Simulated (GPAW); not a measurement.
**WSe2: band structure with LDA**

**The experiment to reproduce.**

From “Time-resolved XUV ARPES with tunable 24–33 eV laser pulses at 30 meV resolution”, 2019, pmc:6684652, for a bulk crystal of WSe2: band gap 1.3 eV (indirect).

The system is WSe2.

```
CELL_PARAMETERS angstrom
3.29000 0.00000 0.00000
-1.64500 2.84922 0.00000
0.00000 0.00000 12.97000
ATOMIC_POSITIONS crystal
W 0.33333 0.66667 0.25000
W 0.66667 0.33333 0.75000
Se 0.33333 0.66667 0.62100
Se 0.66667 0.33333 0.12100
Se 0.33333 0.66667 0.87900
Se 0.66667 0.33333 0.37900
```

| Property | Result |
| --- | --- |
| Program | GPAW 26.7.0 |
| Task | band structure |
| Functional | LDA |
| Potentials or basis | the program's PAW data sets (release 1.2.1) made for this functional |
| Cutoff | 600 eV |
| Basis | pw |
| k mesh | 6 × 6 × 2 |
| Occupations | fermi-dirac, width 0.05 eV |
| Spin | spin-orbit coupling, no magnetisation |
| Maxiter | 150 |
| Band path | GMKGALHA,LM,KH |
| Band points | 100 |
| spin axis theta (degrees) | 90 |
| spin axis phi (degrees) | 45 |
| Soc after scf | second variation |

| Property | Result |
| --- | --- |
| Pressure | -4.2 GPa |
| Largest force | 0.383 eV/Å |
| Band gap on the k mesh | 0.84 eV, indirect (least direct gap 1.26 eV) |
| Band gap along the path | 0.81 eV, indirect (least direct gap 1.26 eV) |

Forces on the atoms (eV/Å):
```
W    0.000  0.000  0.000
W    0.000  0.000  0.000
Se   0.000  0.000  0.383
Se   0.000  0.000  0.383
Se   0.000  0.000 -0.383
Se   0.000  0.000 -0.383
```

Stress tensor (GPa, compression positive):
```
-4.36  0.00  0.00
 0.00 -4.36  0.00
 0.00  0.00 -4.02
```

Levels at the corners of the path, in eV from the valence-band top:
```csv
point,band 50,band 51,band 52,band 53,band 54,band 55
Γ,-1.07,0.00,0.00,2.37,2.37,2.43
M,-1.16,-1.03,-1.03,1.89,1.89,1.92
K,-0.67,-0.12,-0.12,1.14,1.14,1.21
Γ,-1.07,0.00,0.00,2.37,2.37,2.43
A,-0.22,-0.22,-0.22,2.39,2.39,2.39
L,-1.11,-1.11,-1.11,1.91,1.91,1.91
H,-0.65,-0.18,-0.18,1.16,1.16,1.20
A,-0.22,-0.22,-0.22,2.39,2.39,2.39
L,-1.11,-1.11,-1.11,1.91,1.91,1.91
M,-1.16,-1.03,-1.03,1.89,1.89,1.92
K,-0.67,-0.12,-0.12,1.14,1.14,1.21
H,-0.65,-0.18,-0.18,1.16,1.16,1.20
```

Wall time 11 min on 1 thread of AMD EPYC 7571 (shared host), peak memory 0.94 GiB.

Against the measured gap of WSe2, 1.3 eV (indirect; “Time-resolved XUV ARPES with tunable 24–33 eV laser pulses at 30 meV resolution”, 2019, pmc:6684652), the calculated 0.81 eV is off by -0.49 eV. The value is that of LDA, without temperature or zero-point motion. Semilocal functionals fall short of measured gaps as a rule.

Caveat: spin-orbit coupling was added after a scalar SCF, so levels and gaps hold it while energy, forces, pressure and moments don't; this program's spin-orbit splittings come out too wide for heavy elements.
